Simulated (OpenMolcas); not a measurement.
# Co⁴⁺ among point charges: CASSCF and CASPT2 levels and susceptibility, part 1 of 2

Aim: the splitting of the states of Co⁴⁺ in the field of 6 point charges, its lowest levels with spin-orbit coupling and its magnetic susceptibility.

The numbers are computed with OpenMolcas 26.06 (state-averaged CASSCF and CASPT2, spin-orbit coupling by RASSI with atomic mean-field integrals), except any that are marked as measured or tabulated.

## 1. The atom as given

| Item | Value |
| --- | --- |
| Species | Co⁴⁺ (cobalt, Z = 27, 23 electrons) |
| Basis | ANO-RCC-VDZP [5s4p2d1f], 34 functions |
| Scalar Hamiltonian | DKH2, point nucleus |
| Inactive shells | 1s 2s 2p 3s 3p |
| Active space | 5 electrons in 5 orbitals (3d) |
| Some configurations of this space | 3d5 |
| Orbitals | optimised for each spin and parity, averaged over all roots |

The outer shells:

3d5
```
3d [↑ ][↑ ][↑ ][↑ ][↑ ]
```

The ion sits among 6 point charges of -1.43 e arranged as an octahedron (Oh), 2.12 Å from the ion.

Each step is its own input file, run in one work folder so that later steps find the files of earlier ones. Labels, J, g values, rates, χT and fits are worked out afterwards by a script from the matrices that RASSI stores. The input lists half of the charges; inversion (Group=XYZ) makes the rest.

## 2. One- and two-electron integrals

File a.inp:

```
&GATEWAY
Coord
1

Co 0.0 0.0 0.0
Basis=ANO-RCC-VDZP
Group=XYZ
NoMove
AngMom=0.0 0.0 0.0
AMFI
XField
3 Angstrom 0
2.120000 0.000000 0.000000 -1.430000
0.000000 2.120000 0.000000 -1.430000
0.000000 0.000000 2.120000 -1.430000
&SEWARD
```

Launch:

```
OMP_NUM_THREADS=1 MOLCAS_MEM=1689 MOLCAS_PROJECT=a pymolcas a.inp > a.log
```

Output:

```text
Basis set label: CO.ANO-RCC...5S4P2D1F.

      Electronic valence basis set:
      ------------------
      Associated Effective Charge  27.000000 au
      Associated Actual Charge     27.000000 au
      Nuclear Model: Point charge

      Shell  nPrim  nBasis  Cartesian Spherical Contaminant
         s      21       5        X
         p      15       4        X
         d      10       2                 X
         f       6       1                 X
                  Relativistic Douglas-Kroll-Hess integrals:
                    - DKH order of Hamiltonian: 2
                    - DKH order of Properties : 0
                  Atomic mean-field integrals
```

## 3. CASSCF: sextets of even parity, 1 root

File a.inp:

```
&RASSCF
FileOrb=start.orb
Symmetry=1
Spin=6
nActEl=5 0 0
Inactive=3 6
Ras2=5 0
CIRoot=1 1 1
SDav=1
CIMx=300
Iter=120 100
PrWF=0.3
OrbListing=Nothing
MaxOrb=0
>>> COPY $Project.JobIph JOB001
```

start.orb holds the contracted functions of the basis, ordered by shell, or the orbitals of the step before.

Output, cut to the lines that bear on the results:

```text
[...]
      Number of active orbitals                  5
[...]
      Spin quantum number                      2.5
[...]
      Active orbitals                            5   0
[...]
      Number of CSFs                             1
      Number of root(s) required                 1
[...]
      Convergence after  8 iterations
[...]
      Natural orbitals and occupation numbers for root  1
      sym 1:   1.000000   1.000000   1.000000   1.000000   1.000000
::    RASSCF root number  1 Total energy:  -1396.60162338
```

## 4. CASSCF: quartets of even parity, 24 roots

File a.inp:

```
&RASSCF
FileOrb=start.orb
Symmetry=1
Spin=4
nActEl=5 0 0
Inactive=3 6
Ras2=5 0
CIRoot=24 24 1
SDav=24
CIMx=300
Iter=120 100
PrWF=0.3
OrbListing=Nothing
MaxOrb=0
>>> COPY $Project.JobIph JOB002
```

Launch:

```
OMP_NUM_THREADS=1 MOLCAS_MEM=1689 MOLCAS_PROJECT=a pymolcas a.inp > a.log
```

Output, cut to the lines that bear on the results:

```text
[...]
      Number of active orbitals                  5
[...]
      Spin quantum number                      1.5
[...]
      Active orbitals                            5   0
[...]
      Number of CSFs                            24
      Number of root(s) required                24
[...]
      Convergence after  7 iterations
[...]
      Natural orbitals and occupation numbers for root  1
      sym 1:   1.006990   1.255363   0.741588   1.033854   0.962205
      Natural orbitals and occupation numbers for root  2
      sym 1:   1.003570   1.067347   0.932213   1.226117   0.770754
      Natural orbitals and occupation numbers for root  3
      sym 1:   1.256384   1.031587   0.740263   1.008072   0.963693
::    RASSCF root number  1 Total energy:  -1396.40977069
::    RASSCF root number  2 Total energy:  -1396.40977069
::    RASSCF root number  3 Total energy:  -1396.40977069
[...]
::    RASSCF root number 21 Total energy:  -1396.27885331
::    RASSCF root number 22 Total energy:  -1396.27885331
::    RASSCF root number 23 Total energy:  -1396.27885331
::    RASSCF root number 24 Total energy:  -1396.27827247
```

## 5. CASSCF: doublets of even parity, 75 roots

File a.inp:

```
&RASSCF
FileOrb=start.orb
Symmetry=1
Spin=2
nActEl=5 0 0
Inactive=3 6
Ras2=5 0
CIRoot=75 75 1
SDav=75
CIMx=300
Iter=120 100
PrWF=0.3
OrbListing=Nothing
MaxOrb=0
>>> COPY $Project.JobIph JOB003
```

Launch:

```
OMP_NUM_THREADS=1 MOLCAS_MEM=1689 MOLCAS_PROJECT=a pymolcas a.inp > a.log
```

Output, cut to the lines that bear on the results:

```text
[...]
      Number of active orbitals                  5
[...]
      Spin quantum number                      0.5
[...]
      Active orbitals                            5   0
[...]
      Number of CSFs                            75
      Number of root(s) required                75
[...]
      Convergence after  7 iterations
[...]
      Natural orbitals and occupation numbers for root  1
      sym 1:   1.160383   1.151715   1.012577   0.841612   0.833713
      Natural orbitals and occupation numbers for root  2
      sym 1:   1.161882   1.160935   1.004883   0.836451   0.835849
      Natural orbitals and occupation numbers for root  3
      sym 1:   1.150427   1.162688   1.012100   0.839260   0.835525
::    RASSCF root number  1 Total energy:  -1396.32810288
::    RASSCF root number  2 Total energy:  -1396.32810288
::    RASSCF root number  3 Total energy:  -1396.32810288
[...]
::    RASSCF root number 27 Total energy:  -1396.26506353
::    RASSCF root number 28 Total energy:  -1396.26506353
::    RASSCF root number 29 Total energy:  -1396.26470665
::    RASSCF root number 30 Total energy:  -1396.26470665
```

## 6. RASSI: spin-orbit coupling between the states

File a.inp:

```
&RASSI
NrOfJobIphs=3 1 24 75
1
1 2 3 4 5 6 7 8 9 10 11 12 13 14 15 16 17 18 19 20 21 22 23 24
1 2 3 4 5 6 7 8 9 10 11 12 13 14 15 16 17 18 19 20 21 22 23 24 25 26 27
28 29 30 31 32 33 34 35 36 37 38 39 40 41 42 43 44 45 46 47 48 49 50 51
52 53 54 55 56 57 58 59 60 61 62 63 64 65 66 67 68 69 70 71 72 73 74 75
IphNames
JOB001
JOB002
JOB003
EJob
SpinOrbit
DIPRint=1.0
SOCoupling=1000.0
Subsets=2
Property=9
'ANGMOM' 1 'ANGMOM' 2 'ANGMOM' 3 'MLTPL  1' 1 'MLTPL  1' 2 'MLTPL  1' 3
'AMFI' 1 'AMFI' 2 'AMFI' 3
SOProperty=3
'ANGMOM' 1 'ANGMOM' 2 'ANGMOM' 3
```

Output, cut to the lines that bear on the results:

```text
SPIN-FREE ENERGIES:
  (Shifted by EMIN (a.u.) =      -1396.6016233788)
 SF State       Relative EMIN(au)   Rel lowest level(eV)    D:o, cm**(-1)      L_eff
     1             0.0000000000        0.0000000000              0.0000         0.0
     2             0.1918526883        5.2205776036          42106.7980         4.0
     3             0.1918526883        5.2205776036          42106.7980         4.0
     4             0.1918526883        5.2205776036          42106.7980         4.0
     5             0.1923237824        5.2333967272          42210.1912         4.0
     6             0.1923237824        5.2333967272          42210.1912         4.0
     7             0.1923237824        5.2333967272          42210.1912         4.0
     8             0.1925711711        5.2401285172          42264.4868         4.0
     9             0.1925711711        5.2401285172          42264.4868         4.0
    10             0.1927019350        5.2436867827          42293.1861         4.0
[...]
Eigenvalues of complex Hamiltonian:
   -----------------------------------
  (Shifted by EMIN (a.u.) =      -1396.6016233788)
 SO State       Relative EMIN(au)   Rel lowest level(eV)    D:o, cm**(-1)     J-value
     1            -0.0002306490        0.0000000000              0.0000         2.0
     2            -0.0002306490        0.0000000000              0.0000         2.0
     3            -0.0002306478        0.0000000337              0.0003         1.7
     4            -0.0002306478        0.0000000337              0.0003         2.4
     5            -0.0002306478        0.0000000337              0.0003         2.1
     6            -0.0002306478        0.0000000337              0.0003         1.6
     7             0.1914624959        5.2162362072          42071.7823         3.2
     8             0.1914624959        5.2162362072          42071.7823         3.2
     9             0.1915338064        5.2181766633          42087.4332         2.4
    10             0.1915338064        5.2181766633          42087.4332         2.9
    11             0.1915338064        5.2181766633          42087.4332         3.3
[...]
```

Time for these steps: 25 s (1 thread of Arm Neoverse V1, shared host).

States without spin-orbit coupling:

| state | degeneracy | E (cm-1) | free-ion L (%) |
| --- | --- | --- | --- |
| 6A1 | 1 | 0 | S (100) |
| 4T1 | 3 | 42107 | G (98) |
| 4T2 | 3 | 42210 | G (100) |
| 4E | 2 | 42264 | G (100) |
| 4A1 | 1 | 42293 | G (100) |
| 4T1 | 3 | 48983 | P (98) |
| 4T2 | 3 | 52420 | D (100) |
| 4E | 2 | 52531 | D (100) |
| 2T2 | 3 | 60031 | I (99) |
| 2A2 | 1 | 60059 | I (99) |
| 2T2 | 3 | 60111 | I (99) |
| 2T1 | 3 | 60128 | I (99) |
| 2E | 2 | 60134 | I (100) |
| 2A1 | 1 | 60230 | I (100) |
| 2T2 | 3 | 67751 | D (76) |
| 2E | 2 | 68267 | D (98) |
| 2T1 | 3 | 69604 | F (99) |
| 2A2 | 1 | 69658 | F (99) |
| 2T2 | 3 | 70087 | F (76) |
| 4T1 | 3 | 70631 | F (100) |
| 4T2 | 3 | 70840 | F (100) |
| 4A2 | 1 | 70967 | F (100) |
| 2T1 | 3 | 73866 | H (98) |
| 2E | 2 | 73945 | H (95) |

With spin-orbit coupling:

```json
{"E (cm-1)": "0.0", "Degeneracy": "6", "Label": "", "2S+1": "6", "g": ""}
{"E (cm-1)": "42072", "Degeneracy": "2", "Label": "Γ7", "2S+1": "4", "g": "2.20 2.20 2.20"}
{"E (cm-1)": "42087", "Degeneracy": "4", "Label": "Γ8", "2S+1": "4", "g": ""}
{"E (cm-1)": "42102", "Degeneracy": "4", "Label": "Γ8", "2S+1": "4", "g": ""}
{"E (cm-1)": "42137", "Degeneracy": "2", "Label": "Γ6", "2S+1": "4", "g": "2.35 2.35 2.35"}
{"E (cm-1)": "42145", "Degeneracy": "2", "Label": "Γ7", "2S+1": "4", "g": "1.91 1.91 1.91"}
{"E (cm-1)": "42197", "Degeneracy": "4", "Label": "Γ8", "2S+1": "4", "g": ""}
{"E (cm-1)": "42228", "Degeneracy": "2", "Label": "Γ6", "2S+1": "4", "g": "4.51 4.51 4.51"}
{"E (cm-1)": "42236", "Degeneracy": "4", "Label": "Γ8", "2S+1": "4", "g": ""}
{"E (cm-1)": "42258", "Degeneracy": "2", "Label": "Γ7", "2S+1": "4", "g": "2.38 2.38 2.38"}
{"E (cm-1)": "42260", "Degeneracy": "4", "Label": "Γ8", "2S+1": "4", "g": ""}
{"E (cm-1)": "42275", "Degeneracy": "2", "Label": "Γ6", "2S+1": "4", "g": "0.52 0.52 0.52"}
{"E (cm-1)": "42298", "Degeneracy": "4", "Label": "Γ8", "2S+1": "4", "g": ""}
{"E (cm-1)": "48637", "Degeneracy": "4", "Label": "Γ8", "2S+1": "4", "g": ""}
{"E (cm-1)": "48650", "Degeneracy": "2", "Label": "Γ7", "2S+1": "4", "g": "2.63 2.63 2.63"}
{"E (cm-1)": "48771", "Degeneracy": "4", "Label": "Γ8", "2S+1": "4", "g": ""}
{"E (cm-1)": "48931", "Degeneracy": "2", "Label": "Γ6", "2S+1": "4", "g": "2.62 2.62 2.62"}
{"E (cm-1)": "52375", "Degeneracy": "2", "Label": "Γ6", "2S+1": "4", "g": "2.88 2.88 2.88"}
{"E (cm-1)": "52426", "Degeneracy": "4", "Label": "Γ8", "2S+1": "4", "g": ""}
{"E (cm-1)": "52475", "Degeneracy": "2", "Label": "Γ7", "2S+1": "4", "g": "4.29 4.29 4.29"}
{"E (cm-1)": "52623", "Degeneracy": "2", "Label": "Γ6", "2S+1": "4", "g": "0.40 0.40 0.40"}
{"E (cm-1)": "52652", "Degeneracy": "4", "Label": "Γ8", "2S+1": "4", "g": ""}
{"E (cm-1)": "52778", "Degeneracy": "4", "Label": "Γ8", "2S+1": "4", "g": ""}
{"E (cm-1)": "52806", "Degeneracy": "2", "Label": "Γ7", "2S+1": "4", "g": "2.32 2.32 2.32"}
```

The table of states holds 24 of 43 computed; the rest, higher up, is left out. Principal g values are given for doublets only; a zero marks a field direction without first-order Zeeman splitting.

Powder χT (cm³ K/mol): 4.39 at 2 K, 4.39 at 5 K, 4.39 at 10 K, 4.39 at 20 K, 4.39 at 50 K, 4.39 at 100 K, 4.39 at 150 K, 4.39 at 200 K, 4.39 at 250 K, 4.39 at 300 K.

Orbitals of the lowest block (energies include the constant potential of the surroundings):

| shell | space | energy (hartree) | mean occupation | ⟨r²⟩ (bohr²) |
| --- | --- | --- | --- | --- |
| 1s | inactive | -285.8624 | 2.000 | 0.00421 |
| 2s | inactive | -35.6154 | 2.000 | 0.0761 |
| 2p | inactive | -30.3834 | 6.000 | 0.0618 |
| 3s | inactive | -4.6831 | 2.000 | 0.687 |
| 3p | inactive | -3.0657 | 6.000 | 0.743 |
| 3d | RAS2 |  | 5.000 | 0.959 |

(Continued in part 2 of 2.)
